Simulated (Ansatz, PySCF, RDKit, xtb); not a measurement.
# Solving GeH4O2, step by step

Given the formula GeH4O2 and nothing else, which arrangement of the atoms is the most stable in the gas at 298.15 K, and what are its properties?

Plan: many cheap relaxations first (GFN2-xTB), then density-functional screening, relaxation at B3LYP-D3(BJ)/def2-SVP, vibrations and a final energy. The numbers are computed, not measured.

4 further runs of the same task are left out: 4 set aside as unsound or not needed.

**1. Candidates**

A program enumerates the bonding patterns with one Lewis structure each (two rings at most, one unusual centre or charged pair), with their diastereomers. O–O, O–halogen and N–halogen bonds and N–N–N chains are not drawn. That gives 2 candidates.

```
label            SMILES     spin
 c447  [OH][GeH-][OH2+]  singlet
 c948    [OH][GeH2][OH]  singlet
```

Candidates are built by distance geometry, with a force field where one applies, in up to four conformers (letters a to d). 12 starts with atoms placed at random are added, to find patterns that the rules miss.

**2. First filter: tight binding**

All 14 starts are relaxed the same way. One of them, c046 (atoms placed at random), in full:

File start.xyz:

```xyz
7
c046
Ge    -0.070010    -0.825870    -1.509020
O      0.048320     2.048690     0.344100
O      0.540140     0.926220    -1.398970
H      0.287500     1.429030    -0.568320
H     -0.806360    -0.298740    -0.316870
H      1.616510    -1.000910    -1.084690
H     -1.003450     1.627940     0.876830
```

Command:

```
$ xtb start.xyz --gfn 2 --opt
```

The program printed, cut to the lines that bear on the results:

```text
* xtb version 6.7.1
[...]
          :  # basis functions                  22          :
[...]
          :  # electrons                        20          :
[...]
          :  Hamiltonian                  GFN2-xTB          :
[...]
          :  net charge                          0          :
          :  unpaired electrons                  0          :
[...]
   *** convergence criteria satisfied after 26 iterations ***
[...]
   *** GEOMETRY OPTIMIZATION CONVERGED AFTER 29 ITERATIONS ***
[...]
   *** convergence criteria satisfied after 3 iterations ***
[...]
         ::                     SUMMARY                     ::
         :::::::::::::::::::::::::::::::::::::::::::::::::::::
         :: total energy             -12.094154935039 Eh    ::
         :: gradient norm              0.000539202787 Eh/a0 ::
         :: HOMO-LUMO gap              5.627223719512 eV    ::
         ::.................................................::
         :: SCC energy               -12.156218982006 Eh    ::
         :: -> isotropic ES            0.046768878802 Eh    ::
         :: -> anisotropic ES          0.007459320323 Eh    ::
         :: -> anisotropic XC         -0.001137943561 Eh    ::
         :: -> dispersion             -0.002632381796 Eh    ::
         :: repulsion energy           0.062064046966 Eh    ::
         :: add. restraining           0.000000000000 Eh    ::
         :: total charge              -0.000000000000 e     ::
         :::::::::::::::::::::::::::::::::::::::::::::::::::::
[...]
        10        2.0000           -0.4035004             -10.9798 (HOMO)
        11                         -0.1967038              -5.3526 (LUMO)
[...]
     #   Z          covCN         q      C6AA      α(0)
     1  32 Ge       2.884     0.275   213.507    28.440
     2   8 O        1.843    -0.482    22.462     6.400
     3   8 O        0.785    -0.428    22.289     6.328
     4   1 H        0.805     0.335     0.625     1.242
     5   1 H        0.932    -0.018     3.392     2.880
     6   1 H        0.935    -0.002     3.091     2.749
     7   1 H        0.805     0.321     0.661     1.277
[...]
     #   Z sym  total        # sym  WBO       # sym  WBO       # sym  WBO
 ---------------------------------------------------------------------------
     1  32 Ge   3.884 --     3 O    2.015     5 H    0.789     6 H    0.788
                             2 O    0.283
     2   8 O    2.098 --     7 H    0.890     4 H    0.883     1 Ge   0.283
     3   8 O    2.245 --     1 Ge   2.015     6 H    0.101
     4   1 H    0.888 --     2 O    0.883
     5   1 H    1.000 --     1 Ge   0.789     6 H    0.103
     6   1 H    1.000 --     1 Ge   0.788     5 H    0.103     3 O    0.101
     7   1 H    0.897 --     2 O    0.890
 ---------------------------------------------------------------------------
[...]
molecular dipole:
                 x           y           z       tot (Debye)
 q only:       -0.177       0.273       1.407
   full:       -0.240       0.060       1.741       4.469
molecular quadrupole (traceless):
[...]
          | TOTAL ENERGY              -12.094154935039 Eh   |
          | GRADIENT NORM               0.000539202787 Eh/α |
          | HOMO-LUMO GAP               5.627223719512 eV   |
           -------------------------------------------------
[...]
```

It took 0.23 s on 1 thread of Intel Xeon at 2.50GHz (Skylake/Cascade Lake), shared host.

**3. Distinct minima at GFN2-xTB**

14 of the 14 relaxations converged; 4 ended on a minimum already found. 10 distinct structures remain:

```
label             start           SMILES after     spin  energy (kcal/mol)        note
c948a  drawn and random         [OH][GeH2][OH]  singlet                0.0            
 c904            random      [OH2].[OH][GeH] ‡  singlet                2.9  fell apart
c447a             drawn      [OH2].[OH][GeH] ‡  singlet                3.3  fell apart
 c826            random      [OH2].[OH][GeH] ‡  singlet                7.5  fell apart
 c046            random           O.[O]=[GeH2]  singlet               30.4  fell apart
 c456            random             O[O][GeH3]  singlet               76.7            
 c831            random  [H][H].[OH][O][GeH] ‡  singlet               78.8  fell apart
 c989            random  [H][H].[OH][O][GeH] ‡  singlet               81.1  fell apart
 c881            random  [H][H].[OH][O][GeH] ‡  singlet               85.5  fell apart
 c670            random  [H][H].[O]1[O][GeH2]1  singlet              100.5  fell apart
```

‡ marks the bonded skeleton alone, with all bonds drawn single: no Lewis structure was assigned that passes a check against the bond lengths.

**4. Single points on the low minima**

A choice of the minima (the low ones first, few conformers of a pattern, up to a cap) and the lowest that fell apart get a single point at r2SCAN-D4/def2-SVP on the tight-binding geometry, and one at HF/STO-3G for comparison. The lowest singlets are also tried as triplets at the same geometry (label ending in t). The first, c948a:

File input.yaml:

```yaml
crystal:
  periodic: [false, false, false]
  atoms:
    - {symbol: Ge, position_ang: [-1.129075, -2.806521, -0.170961]}
    - {symbol: O, position_ang: [-1.330603, -1.658162, 1.117352]}
    - {symbol: O, position_ang: [-1.331784, -1.967643, -1.680303]}
    - {symbol: H, position_ang: [-0.782166, -0.875705, 1.109015]}
    - {symbol: H, position_ang: [-2.214272, -3.795711, 0.097611]}
    - {symbol: H, position_ang: [0.264628, -3.334201, -0.273040]}
    - {symbol: H, position_ang: [-2.138251, -1.472451, -1.811281]}
basis:
  gaussian:
    orbitals: def2-SVP
hamiltonian:
  xc: {name: r2SCAN}
  dispersion: d4
scf:
  lower_state_search: off
```

Command:

```
$ ansatz run input.yaml --threads 1 --pin off --max-ram 2610MiB --events-out events.jsonl --progress --plain --runs-dir runs
```

The program printed, cut to the lines that bear on the results:

```text
Warning: RAYON_NUM_THREADS=1 ignored (pool sized by the plan → 1); use --threads N
Functional definition: r2SCAN
  name "r2SCAN"
[...]
869 factors; their error is unknown
[...]
mean field -60665.77982088 eV, -2229.4262876747 hartree, gradient 2.7e-6 eV, S^2 0.000000; 0 other end points of the search recorded, 0 dependent functions left out
reference -60665.77982956 eV, -2229.4262879937 hartree; 26, 26 occupied and 54, 54 virtual orbitals, 869 factors
Total energy: -60665.80194829 eV, -2229.4271008421 hartree
Checks for a lower state left out: stability, starts, cluster_reference, orbital_swaps, neighbouring_geometries, increment
```

Run time: 3.3 s. Hardware: 1 thread of Intel Xeon at 2.50GHz (Skylake/Cascade Lake), shared host.

Relative energies in kcal/mol, each column from its lowest structure that stays in one piece:

```
 label             SMILES     spin  GFN2-xTB  HF/STO-3G  r2SCAN-D4/def2-SVP
 c948a     [OH][GeH2][OH]  singlet       0.0        0.0                 0.0
  c904  [OH2].[OH][GeH] ‡  singlet       2.9       61.1                21.7
  c456         O[O][GeH3]  singlet      76.7       33.2                84.8
c948at     [OH][GeH2][OH]  triplet         –          –               167.3
 c456t         O[O][GeH3]  triplet         –          –               178.2
```

‡ marks the bonded skeleton alone, with all bonds drawn single: no Lewis structure was assigned that passes a check against the bond lengths.

**5. Refinement at B3LYP-D3(BJ)/def2-SVP**

3 candidates are relaxed at B3LYP-D3(BJ)/def2-SVP (chosen among the lowest in one piece, with other spins of them); 1 did not finish. The first, c948a:

Changes to input.yaml since step 4:

```diff
@@ -14,5 +14,7 @@
 hamiltonian:
-  xc: {name: r2SCAN}
-  dispersion: d4
+  xc: {name: B3LYP}
+  dispersion: d3bj
 scf:
-  lower_state_search: off
+  lower_state_search: "off"
+relax:
+  f_tol: 0.003
```

Command:

```
$ ansatz run input.yaml --threads 1 --pin off --max-ram 2610MiB --events-out events.jsonl --progress --plain --runs-dir runs
```

The program printed, cut to the lines that bear on the results:

```text
Warning: RAYON_NUM_THREADS=1 ignored (pool sized by the plan → 1); use --threads N
[...]
Functional definition: B3LYP
  name "B3LYP"
[...]
838 factors; integrals over basis functions are off by at most 3.2e-4 eV
[...]
mean field -60669.21277842 eV, -2229.5524465375 hartree, gradient 4.2e-7 eV, S^2 0.000000; 0 other end points of the search recorded, 0 dependent functions left out
[...]
reference -60669.21298941 eV, -2229.5524542913 hartree; 26, 26 occupied and 54, 54 virtual orbitals, 838 factors
relax step   1: F+E_penalty+E_count = -60669.38416500 eV  Δ(F+E_penalty+E_count) = +0.000e0 eV  max|allowed force component| = 1.253e0 eV/Å  Δτ_max = 0.0000 Å  (14 SCF iters, accepted)
[...]
relax step   7: F+E_penalty+E_count = -60669.50802895 eV  Δ(F+E_penalty+E_count) = -8.404e-5 eV  max|allowed force component| = 4.492e-3 eV/Å  Δτ_max = 0.0031 Å  (13 SCF iters, accepted)
[...]
relax step   8: F+E_penalty+E_count = -60669.50802939 eV  Δ(F+E_penalty+E_count) = -4.385e-7 eV  max|allowed force component| = 3.587e-4 eV/Å  Δτ_max = 0.0002 Å  (9 SCF iters, accepted)
Total energy: -60669.50824155 eV, -2229.5633046072 hartree
Atom 0 at    -1.137472    -2.765180    -0.175922 Å, force    -0.000080     0.000359    -0.000048 eV/Å
Atom 1 at    -1.357532    -1.613395     1.169811 Å, force     0.000077    -0.000047    -0.000166 eV/Å
Atom 2 at    -1.321172    -1.927160    -1.741174 Å, force    -0.000063    -0.000040     0.000189 eV/Å
Atom 3 at    -0.686407    -0.917630     1.177033 Å, force    -0.000028    -0.000028     0.000044 eV/Å
Atom 4 at    -2.245714    -3.804257     0.056990 Å, force    -0.000218    -0.000158     0.000032 eV/Å
Atom 5 at     0.294360    -3.320823    -0.232904 Å, force     0.000269    -0.000063    -0.000007 eV/Å
Atom 6 at    -2.207586    -1.561949    -1.865440 Å, force     0.000043    -0.000022    -0.000045 eV/Å
Dipole moment:    -0.011655     0.057443    -0.006335 e Å
Checks for a lower state left out: stability, starts, cluster_reference, orbital_swaps, neighbouring_geometries, increment
```

It took 35 s on 1 thread of Intel Xeon at 2.50GHz (Skylake/Cascade Lake), shared host.

Energy change by step (eV): 0.0000, -0.0982, -0.1117, -0.1122, -0.1233, -0.1238, -0.1239, -0.1239.

After the run. Bond lengths: Ge1–O2 1.785 Å, Ge1–O3 1.785 Å, O2–H4 0.967 Å, Ge1–H5 1.537 Å, Ge1–H6 1.537 Å, O3–H7 0.967 Å. Angles: O2–Ge1–O3 110.2°, Ge1–O2–H4 112.6°, O2–Ge1–H5 103.5°, O2–Ge1–H6 112.1°, O3–Ge1–H5 112.1°, O3–Ge1–H6 103.5°, Ge1–O3–H7 112.6°, H5–Ge1–H6 115.7°.

**6. The relaxed candidates**

```
label     spin  r2SCAN-D4/def2-SVP (kcal/mol)  B3LYP-D3(BJ)/def2-SVP, relaxed (kcal/mol)  time
c948a  singlet                            0.0                                        0.0  35 s
 c456  singlet                           84.8                                       83.3  74 s
```

c948a: Bond lengths: Ge1–O2 1.785 Å, Ge1–O3 1.785 Å, O2–H4 0.967 Å, Ge1–H5 1.537 Å, Ge1–H6 1.537 Å, O3–H7 0.967 Å. Angles: O2–Ge1–O3 110.2°, Ge1–O2–H4 112.6°, O2–Ge1–H5 103.5°, O2–Ge1–H6 112.1°, O3–Ge1–H5 112.1°, O3–Ge1–H6 103.5°, Ge1–O3–H7 112.6°, H5–Ge1–H6 115.7°.

c456: Bond lengths: Ge1–O3 1.821 Å, O2–O3 1.455 Å, O2–H4 0.971 Å, Ge1–H5 1.538 Å, Ge1–H6 1.541 Å, Ge1–H7 1.539 Å. Angles: Ge1–O3–O2 104.8°, O3–Ge1–H5 108.9°, O3–Ge1–H6 108.6°, O3–Ge1–H7 102.6°, O3–O2–H4 100.1°, H5–Ge1–H6 111.4°, H5–Ge1–H7 112.5°, H6–Ge1–H7 112.3°.

**7. Vibrations and thermal terms**

The lowest few in one piece go on as finalists. Harmonic vibrations at B3LYP-D3(BJ)/def2-SVP test each finalist and give the zero-point energy and the thermal terms. The first, c948a:

File input.yaml:

```yaml
basis:
  gaussian: {orbitals: def2-SVP}
crystal:
  periodic: [false, false, false]
  atoms:
    - symbol: Ge
      position_ang: [-1.137472, -2.765180, -0.175922]
    - symbol: O
      position_ang: [-1.357532, -1.613395, 1.169811]
    - symbol: O
      position_ang: [-1.321172, -1.927160, -1.741174]
    - symbol: H
      position_ang: [-0.686407, -0.917630, 1.177033]
    - symbol: H
      position_ang: [-2.245714, -3.804257, 0.056990]
    - symbol: H
      position_ang: [0.294360, -3.320823, -0.232904]
    - symbol: H
      position_ang: [-2.207586, -1.561949, -1.865440]
hamiltonian: {xc: {name: B3LYP}, dispersion: d3bj}
scf: {lower_state_search: off}
phonons: {}
```

Command:

```
$ ansatz run input.yaml --threads 1 --pin off --max-ram 2610MiB --events-out events.jsonl --progress --plain --runs-dir runs
```

The program printed, cut to the lines that bear on the results:

```text
Warning: RAYON_NUM_THREADS=1 ignored (pool sized by the plan → 1); use --threads N
[... 2 set-up lines as earlier in the session ...]
[...]
836 factors; integrals over basis functions are off by at most 2.5e-4 eV
[...]
mean field -60669.33895760 eV, -2229.5570835368 hartree, gradient 5.0e-7 eV, S^2 0.000000; 0 other end points of the search recorded, 0 dependent functions left out
[...]
reference -60669.33916973 eV, -2229.5570913326 hartree; 26, 26 occupied and 54, 54 virtual orbitals, 836 factors
[...]
836 factors; integrals over basis functions are off by at most 2.5e-4 eV
mean field -60669.33885485 eV, -2229.5570797610 hartree, gradient 1.2e-6 eV, S^2 0.000000; 0 other end points of the search recorded, 0 dependent functions left out
[...]
reference -60669.33906699 eV, -2229.5570875568 hartree; 26, 26 occupied and 54, 54 virtual orbitals, 836 factors
[...]
Total energy: -60669.50823211 eV, -2229.5633042605 hartree
Atom 0 at    -1.137472    -2.765180    -0.175922 Å, force    -0.000062     0.000308    -0.000034 eV/Å
Atom 1 at    -1.357532    -1.613395     1.169811 Å, force     0.000067    -0.000037    -0.000165 eV/Å
Atom 2 at    -1.321172    -1.927160    -1.741174 Å, force    -0.000055    -0.000024     0.000172 eV/Å
Atom 3 at    -0.686407    -0.917630     1.177033 Å, force    -0.000024    -0.000026     0.000048 eV/Å
Atom 4 at    -2.245714    -3.804257     0.056990 Å, force    -0.000214    -0.000144     0.000032 eV/Å
Atom 5 at     0.294360    -3.320823    -0.232904 Å, force     0.000254    -0.000054    -0.000011 eV/Å
Atom 6 at    -2.207586    -1.561949    -1.865440 Å, force     0.000034    -0.000024    -0.000043 eV/Å
Dipole moment:    -0.011656     0.057442    -0.006337 e Å
Vibrations: 214.36 258.57 325.57 547.78 687.16 700.14 713.24 830.77 851.05 909.01 921.76 2158.10 2166.85 3836.28 3837.83 cm⁻¹, zero-point energy 1.175275 eV
Checks for a lower state left out: stability, starts, cluster_reference, orbital_swaps, neighbouring_geometries, increment
```

Run time: 97 s. Hardware: 1 thread of Intel Xeon at 2.50GHz (Skylake/Cascade Lake), shared host.

**8. Zero-point energy and free-energy terms**

At 298.15 K and 1 atm, ideal gas, rigid rotor and harmonic oscillator:

```
label          SMILES     spin  point group  lowest mode (cm⁻¹)  zero-point (kcal/mol)  G − E (kcal/mol)
c948a  [OH][GeH2][OH]  singlet           C2                 214                   27.1               9.7
 c456      O[O][GeH3]  singlet           C1                 177                   25.2               7.2
```

Chiral structures get −RT ln 2 for their mirror image.

**9. Energies at the top level**

Each finalist gets a single point at CCSD(T)/def2-TZVP.

c948a, CCSD(T)/def2-TZVP:

File input.yaml:

```yaml
basis:
  gaussian:
    orbitals: def2-TZVP
crystal:
  periodic: [false, false, false]
  atoms:
    - {symbol: Ge, position_ang: [-1.137472, -2.765180, -0.175922]}
    - {symbol: O, position_ang: [-1.357532, -1.613395, 1.169811]}
    - {symbol: O, position_ang: [-1.321172, -1.927160, -1.741174]}
    - {symbol: H, position_ang: [-0.686407, -0.917630, 1.177033]}
    - {symbol: H, position_ang: [-2.245714, -3.804257, 0.056990]}
    - {symbol: H, position_ang: [0.294360, -3.320823, -0.232904]}
    - {symbol: H, position_ang: [-2.207586, -1.561949, -1.865440]}
correlation:
  method: ccsd_t
  frozen_orbitals: {H: 0, Ge: 9, O: 1}
```

Command:

```
$ ansatz run input.yaml --threads 1 --pin off --max-ram 2610MiB --events-out events.jsonl --progress --plain --runs-dir runs
```

The program printed, cut to the lines that bear on the results:

```text
Warning: RAYON_NUM_THREADS=1 ignored (pool sized by the plan → 1); use --threads N
Functional definition: HF
  name "HF"
[...]
931 factors; integrals over basis functions are off by at most 1.5e-3 eV
[...]
mean field -60614.38388913 eV, -2227.5375220206 hartree, gradient 3.0e-6 eV, S^2 0.000000; 0 other end points of the search recorded, 0 dependent functions left out
11 core orbitals not correlated: weight in the atoms' cores, before any rotation towards them, 1.000 or more for the frozen orbitals, at most 0.000 for the correlated occupied ones
reference -60614.38388913 eV, -2227.5375220206 hartree; 15, 15 occupied and 108, 108 virtual orbitals, 931 factors
second order -19.99174172 eV of doubles, -0.00000000 eV of singles
cycle   1  -19.65219737 eV  change    3.4e-1 eV  update   1.0e-1
[...]
cycle   9  -20.28546322 eV  change   -8.7e-6 eV  update   1.7e-5
perturbative correction -0.69289540 eV, -0.0254634362 hartree
Total energy: -60635.36224775 eV, -2228.3084624802 hartree
```

Wall time 29 s (1 thread of Intel Xeon at 2.50GHz (Skylake/Cascade Lake), shared host); peak memory 0.6 GiB.

**10. c456 at CCSD(T)/def2-TZVP**

File input.yaml:

```yaml
crystal:
  periodic: [false, false, false]
  atoms:
    - symbol: Ge
      position_ang: [-0.563165, -0.076028, -0.372733]
    - symbol: O
      position_ang: [1.180648, -0.154636, 1.562055]
    - symbol: O
      position_ang: [-0.266696, -0.192048, 1.420344]
    - symbol: H
      position_ang: [1.326362, -0.984940, 2.044043]
    - symbol: H
      position_ang: [0.075680, 1.219209, -0.901847]
    - symbol: H
      position_ang: [0.039552, -1.320559, -1.053358]
    - symbol: H
      position_ang: [-2.099771, -0.051028, -0.456795]
basis:
  gaussian: {orbitals: def2-TZVP}
correlation: {method: ccsd_t, frozen_orbitals: {H: 0, Ge: 9, O: 1}}
```

Command:

```
$ ansatz run input.yaml --threads 1 --pin off --max-ram 2610MiB --events-out events.jsonl --progress --plain --runs-dir runs
```

The program printed, cut to the lines that bear on the results:

```text
Warning: RAYON_NUM_THREADS=1 ignored (pool sized by the plan → 1); use --threads N
[... 2 set-up lines as earlier in the session ...]
[...]
935 factors; integrals over basis functions are off by at most 1.3e-3 eV
[...]
mean field -60610.18896506 eV, -2227.3833614042 hartree, gradient 2.0e-6 eV, S^2 0.000000; 0 other end points of the search recorded, 0 dependent functions left out
11 core orbitals not correlated: weight in the atoms' cores, before any rotation towards them, 1.000 or more for the frozen orbitals, at most 0.000 for the correlated occupied ones
reference -60610.18896506 eV, -2227.3833614042 hartree; 15, 15 occupied and 108, 108 virtual orbitals, 935 factors
second order -20.02286785 eV of doubles, -0.00000000 eV of singles
cycle   1  -19.73980474 eV  change    2.8e-1 eV  update   1.1e-1
[...]
cycle  11  -20.49786492 eV  change   -2.2e-5 eV  update   1.7e-5
perturbative correction -0.75805236 eV, -0.0278579105 hartree
Total energy: -60631.44488234 eV, -2228.1645019564 hartree
```

Wall time 60 s (1 thread of Intel Xeon at 2.50GHz (Skylake/Cascade Lake), shared host); peak memory 0.79 GiB.

**11. The ranking**

Energies in kcal/mol from c948a; G adds the thermal terms to the CCSD(T)/def2-TZVP energy. The columns left of the relaxed level are at the tight-binding geometries.

```
label          SMILES     spin  GFN2-xTB  HF/STO-3G  r2SCAN-D4/def2-SVP  B3LYP-D3(BJ)/def2-SVP  HF/def2-TZVP  MP2/def2-TZVP  CCSD(T)/def2-TZVP     G  share at equilibrium     T1
c948a  [OH][GeH2][OH]  singlet       0.0        0.0                 0.0                    0.0           0.0            0.0                0.0   0.0               100.0 %  0.012
 c456      O[O][GeH3]  singlet      76.7       33.2                84.8                   83.3          96.7           96.0               90.3  87.8               < 0.1 %  0.013
```

Lowest found: c948a, `[OH][GeH2][OH]`, a singlet of point group C2. Bond lengths: Ge1–O2 1.785 Å, Ge1–O3 1.785 Å, O2–H4 0.967 Å, Ge1–H5 1.537 Å, Ge1–H6 1.537 Å, O3–H7 0.967 Å. Angles: O2–Ge1–O3 110.2°, Ge1–O2–H4 112.6°, O2–Ge1–H5 103.5°, O2–Ge1–H6 112.1°, O3–Ge1–H5 112.1°, O3–Ge1–H6 103.5°, Ge1–O3–H7 112.6°, H5–Ge1–H6 115.7°.

```xyz
7

Ge   -1.1375   -2.7652   -0.1759
O    -1.3575   -1.6134    1.1698
O    -1.3212   -1.9272   -1.7412
H    -0.6864   -0.9176    1.1770
H    -2.2457   -3.8043    0.0570
H     0.2944   -3.3208   -0.2329
H    -2.2076   -1.5619   -1.8654
```

[end of part 1 of 2]
